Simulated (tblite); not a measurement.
# C5H13F3GaN: the cost of one run

Programs: tblite 0.8.0 and PySCF 2.14.0, with density-fitted response routines of our own. Each step states its level of theory. These are calculated values for one molecule, in the gas phase or a continuum, unless marked as measured. Atoms are numbered from 0 throughout.

### Step 1. The starting structure

23 atoms, charge 0, multiplicity 1; geometry from: force field or distance geometry start.

Bonds of the start (Å): C0–N1 1.42, N1–C2 1.47, N1–C3 1.46, N1–Ga4 1.90, Ga4–C5 1.97, C5–C6 1.53, C6–F7 1.37, C6–F8 1.40, C6–F9 1.39, C0–H10 1.13, C0–H11 1.10, C0–H12 1.11, C2–H13 1.10, C2–H14 1.11, C2–H15 1.12, C3–H16 1.13, C3–H17 1.08, C3–H18 1.12, Ga4–H19 1.62, Ga4–H20 1.63, C5–H21 1.14, C5–H22 1.09.

### Step 2. Optimising the geometry with GFN2-xTB

What the job is given:

```
{"job": {"kind": "relax", "xc": "GFN2-xTB", "basis": "xTB"}, "charge": 0, "multiplicity": 1}
C     -1.080900     1.031100    -1.094700
N     -1.101700     0.010600    -0.109400
C     -2.206800     0.138900     0.846500
C     -1.394800    -1.241800    -0.809800
Ga     0.440000    -0.112500     0.990200
C      2.036800     0.810500     0.303100
C      3.056100    -0.260600    -0.106400
F      4.221000     0.266700    -0.586900
F      2.489700    -1.093800    -1.079300
F      3.355800    -1.016400     1.017000
H     -2.112600     1.340400    -1.423600
H     -0.594000     1.956300    -0.762500
H     -0.526500     0.702300    -1.999800
H     -3.140000    -0.245100     0.403600
H     -2.328100     1.188400     1.189300
H     -1.914500    -0.517600     1.704700
H     -2.489600    -1.464800    -0.677800
H     -1.207500    -1.203300    -1.870900
H     -0.829000    -2.033700    -0.262300
H      0.811100    -1.661900     1.294700
H      0.079900     0.548600     2.433900
H      2.547700     1.381300     1.140700
H      1.882900     1.503600    -0.530300
```

Launch:

```console
OMP_NUM_THREADS=1 python probes_run.py task.json out
```

This one command runs all jobs of the session in turn.

**Question.** How long does this first job take on 1 thread of Intel Xeon at 2.50GHz, shared host, and how much memory does it need?

About 5.7 s, with a peak of 0.18 GiB.
